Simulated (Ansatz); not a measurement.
# ZrTiN: the cost of one run

Method: DFT PBE, scalar-relativistic, plane waves, PAW, in Ansatz 0.2.0.

## (1) The system as given

Symmetry: P4/nmm, No. 129, tetragonal system. Conventional cell: a = 3.252 Å, b = 3.252 Å, c = 8.053 Å, α = 90.00°, β = 90.00°, γ = 90.00°. Zr (site symmetry 4mm) is surrounded by 5 N at 2.27 to 2.30 Å. Around Ti (site symmetry 4mm) lie 1 N at 2.06 Å. Around N (site symmetry 4mm) lie 1 Ti at 2.06 Å and 5 Zr at 2.27 to 2.30 Å.

Structure file:

```
Zr Ti N
1.0
     3.25226    0.00000    0.00000
     0.00000    3.25226    0.00000
     0.00000    0.00000    8.05300
Zr Ti N
2 2 2
Direct
  0.00000 0.50000 0.63563
  0.50000 0.00000 0.36437
  0.00000 0.50000 0.09831
  0.50000 0.00000 0.90169
  0.00000 0.50000 0.35403
  0.50000 0.00000 0.64597
```

The start is the relaxed end of an invented cell (made as: species swapped into a database cell of CaGaN (P4/nmm, No. 129)), taken up again for a closer look.

## (2) The guess as it stands, on a coarse mesh

input.yaml

```yaml
crystal:
  lattice:
    - [3.2522567, 0.0, 0.0]
    - [0.0, 3.2522567, 0.0]
    - [0.0, 0.0, 8.0530003]
  atoms:
    - { symbol: Zr, position: [0.0, 0.5, 0.635632] }
    - { symbol: Zr, position: [0.5, 0.0, 0.364368] }
    - { symbol: Ti, position: [0.0, 0.5, 0.098308] }
    - { symbol: Ti, position: [0.5, 0.0, 0.901692] }
    - { symbol: "N", position: [0.0, 0.5, 0.354027] }
    - { symbol: "N", position: [0.5, 0.0, 0.645973] }
basis:
  ecutwfc: 420
kpoints:
  mp_grid: { grid: [6, 6, 2] }
hamiltonian:
  xc: pbe
scf:
  occupations: { method: gaussian, width: 0.1 }
  lower_state_search: "off"
output:
  forces: true
  stress: true
  eigenvalues: true
```

Command:

```console
ansatz run input.yaml --threads 4 --pin off --max-ram 8192MiB --backend cpu --events-out ev --progress --plain --runs-dir out
```

Q: Estimate wall time and peak memory on 4 threads of Intel Xeon Platinum 8259CL at 2.50GHz (Skylake/Cascade Lake), shared host.

About 2.1 s, with a peak of 0.5 GiB.
